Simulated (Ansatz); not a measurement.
# TiB2SO6 (element-swapped structure): how the settings move a single-point run

How sensitive is a single-point run of TiB2SO6 (element-swapped structure) to its settings? A reference run comes first, then four runs with altered input.

Program: Ansatz 0.2.0. Level of theory: reference: DFT PBE, plane waves, PAW, scalar-relativistic, no spin polarisation. These are calculated values, not measurements.

**1. The starting structure**

Symmetry: R-3, No. 148, trigonal system. The conventional cell has a = 4.750 Å, b = 4.750 Å, c = 15.501 Å, α = 90.00°, β = 90.00°, γ = 120.00°. S (site symmetry -3) has 12 O at 2.69 to 2.93 Å as nearest neighbours. Ti (site symmetry -3) has 6 O at 1.82 Å as nearest neighbours. Around B (site symmetry 3) lie 3 O at 1.30 Å. O (site symmetry 1) is surrounded by 1 B at 1.30 Å and 1 Ti at 1.82 Å.

Coordinates:

```cif
data_structure
_symmetry_space_group_name_H-M 'R-3:H'
_symmetry_Int_Tables_number 148
_cell_length_a 4.7497
_cell_length_b 4.7497
_cell_length_c 15.5007
_cell_angle_alpha 90.000
_cell_angle_beta 90.000
_cell_angle_gamma 120.000
_cell_volume 302.84
loop_
_atom_site_label
_atom_site_type_symbol
_atom_site_symmetry_multiplicity
_atom_site_Wyckoff_symbol
_atom_site_fract_x
_atom_site_fract_y
_atom_site_fract_z
_atom_site_occupancy
S1 S 3 a 0.00000 0.00000 0.00000 1
Ti1 Ti 3 b 0.33333 0.66667 0.16667 1
B1 B 6 c 0.66667 0.33333 0.09913 1
O1 O 18 f 0.97987 0.46043 0.09683 1
```

**2. The reference run**

The input, input.yaml:

```yaml
crystal:
  lattice:
    - [2.374861, 4.113379, 0.0]
    - [-2.374861, 4.113379, 0.0]
    - [-2.374861, 1.371123, 5.166908]
  atoms:
    - { symbol: S, position: [0.0, 0.0, 0.0] }
    - { symbol: Ti, position: [0.5, 0.0, 0.5] }
    - { symbol: B, position: [0.7658, 0.4684, 0.2974] }
    - { symbol: B, position: [0.2342, 0.5316, 0.7026] }
    - { symbol: O, position: [0.0767, 0.2869, 0.2905] }
    - { symbol: O, position: [0.6364, 0.7862, 0.2905] }
    - { symbol: O, position: [0.5774, 0.3459, 0.2905] }
    - { symbol: O, position: [0.9233, 0.7131, 0.7095] }
    - { symbol: O, position: [0.3636, 0.2138, 0.7095] }
    - { symbol: O, position: [0.4226, 0.6541, 0.7095] }
  symmetry: { tolerance: 0.0003 }
kpoints:
  mp_grid: { grid: [5, 5, 5], shift: [0, 0, 0] }
magnetization:
  spin_polarized: false
scf:
  occupations: { method: fermi_dirac }
hamiltonian:
  pseudopotentials: { kind: paw }
  xc: pbe
basis:
  ecutwfc: 420
output:
  forces: true
  stress: true
  eigenvalues: true
  write_density: true
  write_potential: true
  elf: true
  volumetric_format: npy
```

Started as:

```sh
$ ansatz run input.yaml --threads 1 --pin off --max-ram 2560MiB --backend cpu --events-out ev --progress --plain --runs-dir out
```

**3. Changed: occupations.method tetrahedron_uncorrected, ecutwfc 350 eV, xc_grid 4**

input.yaml: that of step 2 with these lines changed.

```diff
@@ -22,3 +22,3 @@
 scf:
-  occupations: { method: fermi_dirac }
+  occupations: { method: tetrahedron_uncorrected }
 hamiltonian:
@@ -27,3 +27,4 @@
 basis:
-  ecutwfc: 420
+  ecutwfc: "350 eV"
+  xc_grid: 4
 output:
@@ -32,5 +33 @@
   eigenvalues: true
-  write_density: true
-  write_potential: true
-  elf: true
-  volumetric_format: npy
```

**4. Variant: mixing.algorithm msr1, mixing.beta 0.7, mixing.ndim 2, pseudopotentials.kind nc**

input.yaml: that of step 2 with these lines changed.

```diff
@@ -23,4 +23,5 @@
   occupations: { method: fermi_dirac }
+  mixing: { algorithm: msr1, beta: 0.7, ndim: 2 }
 hamiltonian:
-  pseudopotentials: { kind: paw }
+  pseudopotentials: { kind: nc }
   xc: pbe
@@ -32,5 +33 @@
   eigenvalues: true
-  write_density: true
-  write_potential: true
-  elf: true
-  volumetric_format: npy
```

**5. Variant: occupations.method methfessel_paxton, occupations.width 0.005, ecutwfc 18.4 Ry**

input.yaml: that of step 2 with these lines changed.

```diff
@@ -22,3 +22,3 @@
 scf:
-  occupations: { method: fermi_dirac }
+  occupations: { method: methfessel_paxton, width: 0.005 }
 hamiltonian:
@@ -27,3 +27,3 @@
 basis:
-  ecutwfc: 420
+  ecutwfc: "18.4 Ry"
 output:
```

**6. The same system, input altered**

input.yaml: that of step 2 with these lines changed.

```diff
@@ -22,3 +22,4 @@
 scf:
-  occupations: { method: fermi_dirac }
+  occupations: { method: gaussian, width: 5.0 }
+  max_iter: 75
 hamiltonian:
@@ -32,5 +33 @@
   eigenvalues: true
-  write_density: true
-  write_potential: true
-  elf: true
-  volumetric_format: npy
```

(Steps that only read results are left out.)

Q: Predict the outcome of this session. Wanted: for each run, ending; energy change; pressure; gap; force.

**Answer**, as computed:

```tsv
run	ending	energy change	pressure (GPa)	gap (eV)	force (eV/Å)	cycles	time
reference	converged	0	39.3	0.00	2.42	7	5.5 s
1: occupations.method tetrahedron_uncorrected, ecutwfc 350 eV, xc_grid 4	converged	+60.3 meV/atom (σ→0)	39.1	0.00	2.45	9	4.4 s
2: mixing.algorithm msr1, mixing.beta 0.7, mixing.ndim 2, pseudopotentials.kind nc	converged	not comparable	59.2	0.00	3.55	16	5 s
3: occupations.method methfessel_paxton, occupations.width 0.005, ecutwfc 18.4 Ry	converged	+1.24 eV/atom (σ→0)	39.9	0.00	2.48	12	2.9 s
4: occupations.method gaussian, occupations.width 5.0	converged	-180.0 meV/atom (σ→0)	61.1	0.00	2.51	8	6.9 s
```

Times don't compare one to one where runs were asked for different outputs or read a saved state (see the inputs); cycles may leave out searches for a lower state.

Residual by cycle in the longest SCF loop of each run; runs are numbered as in the table. The quantity is the density residual dr2, in eV.

```tsv
cycle	reference	run 1	run 2	run 3	run 4
1	0.0339	0.0577	14	2.22	9.73
2	0.0156	0.0166	2.5	0.426	0.121
4	5.6e-4	6.0e-4	0.641	0.211	0.00417
5	7.0e-5	1.4e-4	0.187	0.045	1.5e-4
6	2.4e-6	1.1e-5	0.027	0.016	2.4e-6
8	-	2.3e-7	3.5e-4	2.1e-4	1.3e-9
9	-	3.9e-8	5.3e-4	7.9e-5	-
11	-	-	2.7e-5	8.0e-7	-
12	-	-	5.3e-6	4.3e-8	-
13	-	-	4.8e-7	-	-
15	-	-	2.8e-7	-	-
16	-	-	9.2e-8	-	-
```

What this shows: Of the converged runs whose energies compare with the reference's, «occupations.method methfessel_paxton, occupations.width 0.005, ecutwfc 18.4 Ry» moves the energy most (+1.24 eV/atom) and «occupations.method tetrahedron_uncorrected, ecutwfc 350 eV, xc_grid 4» least (+60.3 meV/atom). Runs 1, 2 and 3 ran under the cutoff that the potentials recommend, as the log warns, so basis error is mixed into their values, and swamps them where the cutoff is far short. The structure is not at rest: the sound run finds 39 GPa, so these are no properties of the relaxed crystal. The reference leaves spin out although Ti can carry a moment, so its state need not be the lowest.

The reference has limits of its own: its mesh is coarse for a cell with so small a gap or none; the structure is made up and not relaxed.
